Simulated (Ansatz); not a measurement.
# C3H9AlBrF: the cost of one run

Program: Ansatz 0.2.0. Level of theory: RKS PBE/def2-SVP. These are calculated values, not measurements.

## (1) The system as given

Bond lengths: Al1–F2 2.040 Å, Al1–C3 1.970 Å, C3–H4 1.110 Å, C3–H5 1.110 Å, C3–C6 1.520 Å, C6–H7 1.110 Å, C6–H8 1.110 Å, C6–H9 1.110 Å, Al1–C10 1.970 Å, C10–H11 1.110 Å, C10–H12 1.110 Å, C10–H13 1.110 Å, Al1–Br14 2.710 Å, Br14–H15 1.786 Å. Angles (14 of 25 angles, heavy atoms first): F2–Al1–C3 120.0°, F2–Al1–C10 120.0°, F2–Al1–Br14 71.6°, C3–Al1–C10 120.0°, C3–Al1–Br14 97.0°, C10–Al1–Br14 101.2°, Al1–C3–C6 109.5°, Al1–C3–H4 109.5°, Al1–C3–H5 109.5°, H4–C3–C6 109.4°, H5–C3–C6 109.4°, C3–C6–H7 109.5°, C3–C6–H8 109.5°, C3–C6–H9 109.5°.

Structure file:

```xyz
15

Al    0.0000    0.0000    0.0000
F     0.0000    0.0000    2.0400
C     1.7060    0.0000   -0.9850
H     2.0356   -1.0462   -1.1552
H     1.5695    0.5080   -1.9624
C     2.7598    0.7369   -0.1745
H     3.6837    0.1238   -0.1234
H     2.9879    1.7088   -0.6598
H     2.3786    0.9171    0.8522
C    -1.7060    0.0000   -0.9850
H    -2.2662   -0.9305   -0.7558
H    -2.3102    0.8797   -0.6796
H    -1.5043    0.0508   -2.0753
Br    0.1133   -2.5693    0.8545
H     0.0524   -1.1881    1.9844
```

## (2) Pulling towards end A

Springs on the bonds that form and break draw the guess towards this end; the thresholds are loose.

The input, input.yaml:

```yaml
crystal:
  periodic: [false, false, false]
  atoms:
    - { symbol: Al, position_ang: [0.0, 0.0, 0.0] }
    - { symbol: F, position_ang: [0.0, 0.0, 2.04] }
    - { symbol: C, position_ang: [1.706, 0.0, -0.985] }
    - { symbol: H, position_ang: [2.0356, -1.0462, -1.1552] }
    - { symbol: H, position_ang: [1.5695, 0.508, -1.9624] }
    - { symbol: C, position_ang: [2.7598, 0.7369, -0.1745] }
    - { symbol: H, position_ang: [3.6837, 0.1238, -0.1234] }
    - { symbol: H, position_ang: [2.9879, 1.7088, -0.6598] }
    - { symbol: H, position_ang: [2.3786, 0.9171, 0.8522] }
    - { symbol: C, position_ang: [-1.706, 0.0, -0.985] }
    - { symbol: H, position_ang: [-2.2662, -0.9305, -0.7558] }
    - { symbol: H, position_ang: [-2.3102, 0.8797, -0.6796] }
    - { symbol: H, position_ang: [-1.5043, 0.0508, -2.0753] }
    - { symbol: Br, position_ang: [0.1133, -2.5693, 0.8545] }
    - { symbol: H, position_ang: [0.0524, -1.1881, 1.9844] }
basis:
  gaussian: { orbitals: def2-SVP }
hamiltonian:
  xc: pbe
relax:
  f_tol: 0.15
  max_steps: 25
  restrain:
    - { distance: [0, 13], at: 3.61, k: 30.0 }
    - { distance: [14, 1], at: 2.12, k: 30.0 }
    - { distance: [0, 1], at: 1.69, k: 30.0 }
    - { distance: [14, 13], at: 1.55, k: 30.0 }
```

Run with:

```bash
$ ansatz run input.yaml --threads 4 --pin off --max-ram 5120MiB --backend cpu --events-out ev --progress --plain --runs-dir out
```

**Question.** How long does this run take on 4 threads of Arm Neoverse N1, shared host, and how much memory does it need?

About 40 s, with a peak of 0.22 GiB.
